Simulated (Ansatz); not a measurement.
# AlSiPH6O: small, medium and large basis sets

How large a basis does AlSiPH6O need? Two functionals are run in growing sets.

Method: one geometry, several basis sets; program: Ansatz 0.2.0, Gaussian basis.

Plan: PBE0-D4/def2-SVP; ωB97M-V/def2-SVP; PBE0-D4/def2-QZVPP; ωB97M-V/def2-QZVPP; the functionals' def2-TZVPP values are taken from earlier runs.

### Step 1. The geometry

The geometry comes from an earlier relaxation with PBE0-D4/def2-TZVP; it is a stationary point, not always the lowest conformer.

10 atoms, charge 0, spin multiplicity 1.

Atoms are counted from 1 here; the program's logs count them from 0.

Bond lengths: Al1–O2 1.769 Å, Al1–P3 2.479 Å, Al1–H5 1.579 Å, Al1–H6 1.579 Å, O2–P3 1.633 Å, P3–Si4 2.258 Å, P3–H7 1.422 Å, Si4–H8 1.485 Å, Si4–H9 1.487 Å, Si4–H10 1.483 Å. Angles: O2–Al1–P3 41.1°, O2–Al1–H5 116.9°, O2–Al1–H6 117.0°, P3–Al1–H5 113.5°, P3–Al1–H6 113.0°, H5–Al1–H6 125.2°, Al1–O2–P3 93.5°, Al1–P3–O2 45.4°, Al1–P3–Si4 132.1°, Al1–P3–H7 123.1°, O2–P3–Si4 105.4°, O2–P3–H7 104.8°, Si4–P3–H7 98.1°, P3–Si4–H8 110.8°, P3–Si4–H9 106.9°, P3–Si4–H10 108.1°, H8–Si4–H9 110.5°, H8–Si4–H10 110.2° and more.

### Step 2. PBE0-D4 in def2-SVP

in.yaml

```yaml
crystal:
  periodic: [false, false, false]
  atoms:
    - {symbol: Al, position_ang: [0.098451, 2.364610, -0.214023]}
    - {symbol: O, position_ang: [0.430159, 0.821743, -1.012859]}
    - {symbol: P, position_ang: [0.620908, 0.018993, 0.396419]}
    - {symbol: Si, position_ang: [-0.539170, -1.902627, 0.153059]}
    - {symbol: H, position_ang: [-1.418518, 2.748344, -0.000870]}
    - {symbol: H, position_ang: [1.321772, 3.342187, -0.008116]}
    - {symbol: H, position_ang: [1.931875, -0.527833, 0.327774]}
    - {symbol: H, position_ang: [-0.171718, -2.583009, -1.114941]}
    - {symbol: H, position_ang: [-0.205473, -2.761052, 1.319918]}
    - {symbol: H, position_ang: [-1.985085, -1.572456, 0.156641]}
basis:
  gaussian: {orbitals: def2-SVP}
hamiltonian: {xc: pbe0, dispersion: d4}
output: {orbitals: {seedname: orbitals}}
```

On the command line:

```sh
$ ansatz run in.yaml --threads 2 --pin off --events-out ev --progress --plain --max-ram 4352MiB
```

After this run come: ωB97M-V in def2-SVP; PBE0-D4 in def2-QZVPP; ωB97M-V in def2-QZVPP.

Q: Predict the results of all the runs planned. Wanted: PBE0-D4: double and triple zeta above quadruple; ωB97M-V: double and triple zeta above quadruple.

The runs gave:

```
                                       quantity           value
PBE0-D4: double and triple zeta above quadruple  12.04, 0.91 eV
ωB97M-V: double and triple zeta above quadruple  12.08, 0.86 eV
```

In words: For PBE0-D4 the step from double to triple zeta gains 11.13 eV and the next only 0.91 eV. Total energies overstate the basis error of differences, where much of it tends to cancel.
